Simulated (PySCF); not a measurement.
# C4H7BrOSi2: electronic excitations

Aim: predict the electronic excitations of C4H7BrOSi2 (`C#C[Si@@]1(Br)CC[SiH2]O1`).

Programs: PySCF 2.14.0, with density-fitted response routines of our own. Each step states its level of theory. These are calculated values for one molecule in the gas phase, unless marked as measured. Atoms are numbered from 0 throughout.

## Step 1: The molecule as given

15 atoms, charge 0, multiplicity 1; geometry from: GFN2-xTB.

Bonds of the start (Å): C0–C1 1.20, C1–Si2 1.84, Si2–Br3 2.21, Si2–C4 1.90, C4–C5 1.54, C5–Si6 1.91, Si6–O7 1.65, O7–Si2 1.63, C0–H8 1.05, C4–H9 1.09, C4–H10 1.09, C5–H11 1.09, C5–H12 1.09, Si6–H13 1.46, Si6–H14 1.45.

## Step 2: Ultraviolet spectrum: B3LYP/def2-SVPD

Job settings and geometry (Å):

```
{"job": {"kind": "uv", "xc": "B3LYP", "basis": "def2-SVPD", "nstates": 8, "ntriplets": 3}, "charge": 0, "multiplicity": 1}
C      3.648145    -0.294665    -0.026885
C      2.484994    -0.024959     0.101783
Si     0.732654     0.494752     0.323508
Br     0.657169     2.271926     1.641377
C     -0.297121     0.704758    -1.260019
C     -1.703544     0.163605    -0.949439
Si    -1.548459    -1.160959     0.421233
O     -0.110211    -0.684670     1.062108
H      4.661389    -0.552175    -0.143683
H     -0.341388     1.728212    -1.633822
H      0.159765     0.104874    -2.049564
H     -2.186592    -0.195609    -1.858400
H     -2.324153     0.983647    -0.577776
H     -1.322850    -2.511255    -0.077143
H     -2.514211    -1.019493     1.499153
```

Level: TDDFT B3LYP/def2-SVPD, vertical, gas phase, core orbitals frozen in the response.

The run is started by

```bash
> OMP_NUM_THREADS=1 python probes_run.py task.json out
```

The driver reads the jobs from task.json and runs them one after another.

Predict these results of the whole session: lowest singlet (B3LYP/def2-SVPD); brightest single state of those computed; lowest triplet.

**Answer**, as computed:

| quantity | value |
| --- | --- |
| lowest singlet (B3LYP/def2-SVPD) | 5.98 eV (207 nm), f = 0.003 |
| brightest single state of those computed | state 5, 6.57 eV, f = 0.024 |
| lowest triplet | 4.99 eV |

In words: The lowest singlet, at 5.98 eV, is HOMO−2→LUMO 0.56, HOMO→LUMO+1 0.08 and is weak; of the 8 states computed, the strongest absorption comes from state 5 at 6.57 eV. The lowest triplet lies 0.99 eV below the lowest singlet (triplets in Tamm-Dancoff, singlets in full TDDFT).
